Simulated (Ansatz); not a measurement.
**CH₇GeN + H₂: a complex and its separated parts**

Aim: how far the complex at one end of a reaction step lies below its separated, relaxed parts, level by level.

Method: PBE0-D4/def2-TZVP structures, single points in def2-TZVPP, no counterpoise correction; program: Ansatz 0.2.0, Gaussian basis.

Levels: SPW92, PBE-D4, BLYP-D4, r2SCAN-D4, B97M-V, PBE0-D4, B3LYP-D4, r2SCAN0-D4, BHLYP-D4, CAM-B3LYP-D4, wB97X-V, wB97M-V, B2PLYP, PBE-QIDH, RPA on PBE, Hartree-Fock, MP2, CCSD, CCSD(T).

Cores are frozen in the correlated methods. Filled d shells of the heavier atoms are correlated. B3LYP uses VWN-RPA correlation. B2PLYP carries no dispersion term here.

94 further runs of the same task are left out: 94 set aside as unsound or not needed.

### Step 1. The starting structure

The complex: 12 atoms, charge 0, spin multiplicity 1.

Atoms are counted from 1 here; the program's logs count them from 0.

Bond lengths: Ge1–N2 1.840 Å, Ge1–H4 1.549 Å, Ge1–H5 1.535 Å, Ge1–H6 1.537 Å, N2–C3 1.450 Å, N2–H9 1.010 Å, C3–H10 1.100 Å, C3–H11 1.094 Å, C3–H12 1.094 Å, H7–H8 0.750 Å. Angles: N2–Ge1–H4 113.0°, N2–Ge1–H5 107.1°, N2–Ge1–H6 106.9°, H4–Ge1–H5 109.7°, H4–Ge1–H6 108.5°, H5–Ge1–H6 111.5°, Ge1–N2–C3 118.1°, Ge1–N2–H9 112.8°, C3–N2–H9 111.7°, N2–C3–H10 114.7°, N2–C3–H11 109.5°, N2–C3–H12 110.2°, H10–C3–H11 107.4°, H10–C3–H12 107.9°, H11–C3–H12 106.8°.

Geometry (Å):

```xyz
12

Ge   -1.4116    0.8762    0.2650
N     0.1508    0.2655   -0.4911
C     0.3221   -1.1670   -0.6407
H    -2.6778    0.3834   -0.4784
H    -1.3584    2.4104    0.2361
H    -1.4504    0.3399    1.7048
H     2.1458    0.4538    1.1347
H     2.7319    0.3658    1.5943
H     0.3958    0.7608   -1.3369
H    -0.3644   -1.6386   -1.3591
H     0.1714   -1.6556    0.3261
H     1.3448   -1.3947   -0.9547
```

Its parts: CH₇GeN holds atoms 1, 2, 3, 4, 5, 6, 9, 10, 11, 12; H₂ holds atoms 7, 8. Each part counts its atoms afresh in its own runs.

### Step 2. Relaxing CH₇GeN alone

Contents of relax-a/in.yaml:

```yaml
crystal:
  periodic: [false, false, false]
  atoms:
    - {symbol: Ge, position_ang: [-1.411616, 0.876151, 0.264991]}
    - {symbol: N, position_ang: [0.150806, 0.265506, -0.491114]}
    - {symbol: C, position_ang: [0.322099, -1.167010, -0.640699]}
    - {symbol: H, position_ang: [-2.677841, 0.383441, -0.478448]}
    - {symbol: H, position_ang: [-1.358370, 2.410368, 0.236060]}
    - {symbol: H, position_ang: [-1.450422, 0.339931, 1.704847]}
    - {symbol: H, position_ang: [0.395775, 0.760834, -1.336909]}
    - {symbol: H, position_ang: [-0.364420, -1.638601, -1.359083]}
    - {symbol: H, position_ang: [0.171419, -1.655621, 0.326147]}
    - {symbol: H, position_ang: [1.344836, -1.394670, -0.954734]}
basis:
  gaussian: {orbitals: def2-TZVP}
hamiltonian: {xc: pbe0, dispersion: d4}
relax: {f_tol: 0.005, max_steps: 200}
```

Started as:

```
> ansatz run in.yaml --threads 4 --pin off --events-out ev --progress --plain --max-ram 9574MiB
```

Further steps of the session: Relaxing H₂ alone; SPW92/def2-TZVPP; PBE-D4/def2-TZVPP; BLYP-D4/def2-TZVPP; r2SCAN-D4/def2-TZVPP; B97M-V/def2-TZVPP; PBE0-D4/def2-TZVPP; B3LYP-D4/def2-TZVPP; r2SCAN0-D4/def2-TZVPP; BHLYP-D4/def2-TZVPP; CAM-B3LYP-D4/def2-TZVPP; wB97X-V/def2-TZVPP; wB97M-V/def2-TZVPP; B2PLYP/def2-TZVPP; PBE-QIDH/def2-TZVPP; RPA on PBE/def2-TZVPP; CCSD(T)/def2-TZVPP; Vibrations of CH₇GeN; Vibrations of H₂.

What does the calculation give? Wanted: complex less parts, CCSD(T)/def2-TZVPP; with zero-point energy; largest T1 diagnostic.

The runs gave:

| quantity | value |
| --- | --- |
| complex less parts, CCSD(T)/def2-TZVPP | -4.7 kJ/mol |
| with zero-point energy | +1.3 kJ/mol |
| largest T1 diagnostic | 0.011 |

At CCSD(T) the complex lies 4.7 kJ/mol below its parts. The functionals run from r2SCAN0-D4, off by 0.0 kJ/mol, to SPW92, off by -6.2 kJ/mol, against CCSD(T). By rung, the mean size of the error is: LDA 6.2, GGA 1.4, meta-GGA 0.5, hybrid 0.7, range-separated hybrid 0.7, double hybrid 1.0 kJ/mol. PBE-D4 gives a relative energy 2.2 kJ/mol too low, an error of 46 % of the reference. No counterpoise was applied, and triple zeta lacks some correlation, so the CCSD(T) reference has a basis error of its own, and close matches with it are partly luck.
